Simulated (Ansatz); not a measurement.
A run of Ansatz 0.2.0 is set up as follows.

File input.yaml:

```yaml
crystal:
  lattice:
    - [3.70187033, 0.0, 0.0]
    - [-1.85093516, 3.20591375, 0.0]
    - [0.0, 0.0, 3.61284203]
  atoms:
    - { symbol: Pt, position: [0.0, 0.0, 0.0] }
    - { symbol: Se, position: [0.6666666667, 0.3333333333, 0.5] }
hamiltonian:
  xc: hf
  pseudopotentials: { kind: paw }
kpoints:
  mp_grid: { grid: [4, 4, 4] }
scf:
  occupations: { method: fermi_dirac, width: 0.05 }
output:
  forces: true
  stress: true
  eigenvalues: true
relax:
  f_tol: 0.01
  max_steps: 40
  cell: { stress_tol: 0.05 }
```

Potentials or basis: Ansatz PAW.

Run with:

```bash
$ ansatz run input.yaml --threads 2 --pin off --max-ram 5632MiB --backend cpu --events-out ev --progress --plain --runs-dir out
```

Problem. What does it give for the relaxed cell?

Solution. a = 3.655 Å, b = 3.655 Å, c = 3.387 Å, α = 90.00°, β = 90.00°, γ = 120.00°.

Problem. Predict the relaxed volume.

Solution. 19.59 Å³/atom.

Problem. Estimate the band gap on the k mesh.

Solution. None (metal or under the smearing width).

Final structure:
```yaml
crystal:
  lattice:
    - [3.65473, 0.00000, 0.00000]
    - [-1.82736, 3.16509, 0.00000]
    - [0.00000, 0.00000, 3.38680]
  atoms:
    - { symbol: Pt, position: [0.00000, 0.00000, 0.00000] }
    - { symbol: Se, position: [0.66667, 0.33333, 0.50000] }
```

Caveat: the k mesh is coarse (spacing up to 0.49 Å⁻¹), so the values aren't converged, least of all with exact exchange; the PAW data sets come from PBE, with cores solved anew for the run's functional, which leaves a small shift of forces and pressure. The run has no spin-orbit coupling, so splittings on Pt are missing.
